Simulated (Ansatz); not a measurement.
# FH3O3Zr: the cost of one run

Program: Ansatz 0.2.0. Level of theory: RHF/def2-SVP. These are calculated values, not measurements.

### Step 1. The system as given

Bond lengths: Zr1–F2 1.980 Å, Zr1–O3 2.070 Å, O3–H4 1.010 Å, Zr1–O5 2.069 Å, O5–H6 1.010 Å, Zr1–O7 2.069 Å, O7–H8 1.010 Å. Angles: F2–Zr1–O3 109.4°, F2–Zr1–O5 109.5°, F2–Zr1–O7 109.5°, O3–Zr1–O5 109.5°, O3–Zr1–O7 109.5°, O5–Zr1–O7 109.5°, Zr1–O3–H4 109.5°, Zr1–O5–H6 109.5°, Zr1–O7–H8 109.5°.

Structure file:

```xyz
8

Zr    0.0000    0.0000    0.0000
F     0.0000    0.0000    1.9800
O     1.9520    0.0000   -0.6893
H     2.2684   -0.9521   -0.8060
O    -0.9750    1.6891   -0.6893
H    -1.9328    1.4584   -0.9117
O    -0.9750   -1.6891   -0.6893
H    -1.4296   -2.1548    0.0831
```

### Step 2. Relaxing the start

File input.yaml:

```yaml
crystal:
  periodic: [false, false, false]
  atoms:
    - { symbol: Zr, position_ang: [0.0, 0.0, 0.0] }
    - { symbol: F, position_ang: [0.0, 0.0, 1.98] }
    - { symbol: O, position_ang: [1.952, 0.0, -0.6893] }
    - { symbol: H, position_ang: [2.2684, -0.9521, -0.806] }
    - { symbol: O, position_ang: [-0.975, 1.6891, -0.6893] }
    - { symbol: H, position_ang: [-1.9328, 1.4584, -0.9117] }
    - { symbol: O, position_ang: [-0.975, -1.6891, -0.6893] }
    - { symbol: H, position_ang: [-1.4296, -2.1548, 0.0831] }
basis:
  gaussian: { orbitals: def2-SVP }
hamiltonian:
  xc: hf
relax:
  f_tol: 0.02
  max_steps: 40
output:
  orbitals: {}
```

Run with:

```
$ ansatz run input.yaml --threads 1 --pin off --max-ram 2048MiB --backend cpu --events-out ev --progress --plain --runs-dir out
```

What time and memory should one allow on 1 thread of Arm Neoverse V1, shared host?

About 25 s, with a peak of 0.2 GiB.
